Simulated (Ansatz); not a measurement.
**C₃H₉FHfO₃: one species, many methods**

The task here is to estimate one member of a computed series from the others.

The runs use Ansatz 0.2.0, Gaussian basis; functionals in def2-TZVPP, the program's frozen cores in correlated methods.

Levels to be run: LDA (SPW92), PBE-D4, revPBE-D4, BLYP-D4, r2SCAN-D4, B97M-V, PBE0-D4, B3LYP-D4, r2SCANh-D4, r2SCAN0-D4, HSE06-D4, BHLYP-D4, CAM-B3LYP-D4, LC-ωPBE, ωB97X-V, ωB97M-V, B2PLYP, PBE-QIDH; CCSD(T)/def2-SVP; CCSD(T)/def2-TZVPP; MP2/def2-QZVPP; extrapolation to the limit; RPA on PBE.

## Structure used throughout

The geometry comes from an earlier relaxation with PBE0-D4 in a triple-zeta def2 set; it is a stationary point, not always the lowest conformer. Hf takes the def2 core potential; no spin-orbit term is included.

SMILES `CC(C)[O][Hf]([OH])([OH])[F]`, 17 atoms, charge 0, spin multiplicity 1.

Atoms are counted from 1 here; the program's logs count them from 0.

Bond lengths: C1–C2 1.516 Å, C1–H9 1.092 Å, C1–H10 1.093 Å, C1–H11 1.093 Å, C2–C3 1.517 Å, C2–O4 1.400 Å, C2–H12 1.099 Å, C3–H13 1.092 Å, C3–H14 1.093 Å, C3–H15 1.094 Å, O4–Hf5 1.913 Å, Hf5–O6 1.925 Å, Hf5–O7 1.926 Å, Hf5–F8 1.927 Å, O6–H16 0.950 Å, O7–H17 0.950 Å. Angles: C2–C1–H9 110.6°, C2–C1–H10 110.8°, C2–C1–H11 110.2°, H9–C1–H10 108.4°, H9–C1–H11 108.4°, H10–C1–H11 108.4°, C1–C2–C3 112.3°, C1–C2–O4 109.8°, C1–C2–H12 108.7°, C3–C2–O4 109.8°, C3–C2–H12 108.7°, O4–C2–H12 107.4°, C2–C3–H13 110.5°, C2–C3–H14 110.8°, C2–C3–H15 110.2°, H13–C3–H14 108.4°, H13–C3–H15 108.5°, H14–C3–H15 108.3° and more.

Set-up of the first run:

in.yaml

```yaml
crystal:
  periodic: [false, false, false]
  atoms:
    - {symbol: C, position_ang: [-0.006220, -1.382342, -1.614274]}
    - {symbol: C, position_ang: [-0.325768, 0.049431, -1.230655]}
    - {symbol: C, position_ang: [-1.796410, 0.245723, -0.916731]}
    - {symbol: O, position_ang: [0.449250, 0.430610, -0.128773]}
    - {symbol: Hf, position_ang: [1.405008, 0.686325, 1.508583]}
    - {symbol: O, position_ang: [0.652239, 2.152505, 2.503630]}
    - {symbol: O, position_ang: [1.374063, -0.935497, 2.546400]}
    - {symbol: F, position_ang: [3.233838, 1.106690, 1.072334]}
    - {symbol: H, position_ang: [1.057314, -1.491731, -1.834754]}
    - {symbol: H, position_ang: [-0.574182, -1.683006, -2.497938]}
    - {symbol: H, position_ang: [-0.260088, -2.058409, -0.793261]}
    - {symbol: H, position_ang: [-0.054198, 0.707422, -2.067666]}
    - {symbol: H, position_ang: [-1.991531, 1.279899, -0.626534]}
    - {symbol: H, position_ang: [-2.413602, 0.009198, -1.786695]}
    - {symbol: H, position_ang: [-2.097300, -0.407912, -0.093223]}
    - {symbol: H, position_ang: [0.116411, 2.884448, 2.787223]}
    - {symbol: H, position_ang: [1.212376, -1.593656, 3.212636]}
basis:
  gaussian: {orbitals: def2-TZVPP}
hamiltonian: {xc: lda}
output: {orbitals: {seedname: orbitals}}
```

Among the steps run: LDA; PBE-D4 (GGA); revPBE-D4 (GGA); BLYP-D4 (GGA); r2SCAN-D4 (meta-GGA); B97M-V (meta-GGA); PBE0-D4 (hybrid); B3LYP-D4 (hybrid); r2SCANh-D4 (hybrid); r2SCAN0-D4 (hybrid); HSE06-D4 (hybrid); BHLYP-D4 (hybrid); CAM-B3LYP-D4 (range-separated); LC-ωPBE (range-separated); ωB97X-V (range-separated); ωB97M-V (range-separated); B2PLYP (double hybrid); PBE-QIDH (double hybrid).

One table of the session follows, with a row left open; its other results are not shown here.

It belongs to the step «Frontier levels by functional». 

| functional | HOMO (eV) | gap (eV) |
| --- | --- | --- |
| LDA (SPW92) | -6.78 | 5.83 |
| PBE-D4 | -6.60 | 5.84 |
| revPBE-D4 | -6.53 | 5.87 |
| BLYP-D4 | -6.52 | 5.75 |
| r2SCAN-D4 | -6.92 | 6.72 |
| B97M-V | ? | ? |
| PBE0-D4 | -8.12 | 8.07 |
| B3LYP-D4 | -7.89 | 7.53 |
| r2SCANh-D4 | -7.49 | 7.49 |
| r2SCAN0-D4 | -8.34 | 8.64 |
| HSE06-D4 | -7.71 | 7.32 |
| BHLYP-D4 | -9.58 | 10.04 |
| CAM-B3LYP-D4 | -9.57 | 10.17 |
| LC-ωPBE | -10.87 | 12.67 |
| ωB97X-V | -10.56 | 12.13 |
| ωB97M-V | -10.49 | 11.58 |

**Question.** Estimate the row for B97M-V.

As computed: HOMO (eV): -7.03; gap (eV): 6.33. In the column «HOMO (eV)» it lies between r2SCANh-D4 (-7.49) and r2SCAN-D4 (-6.92).
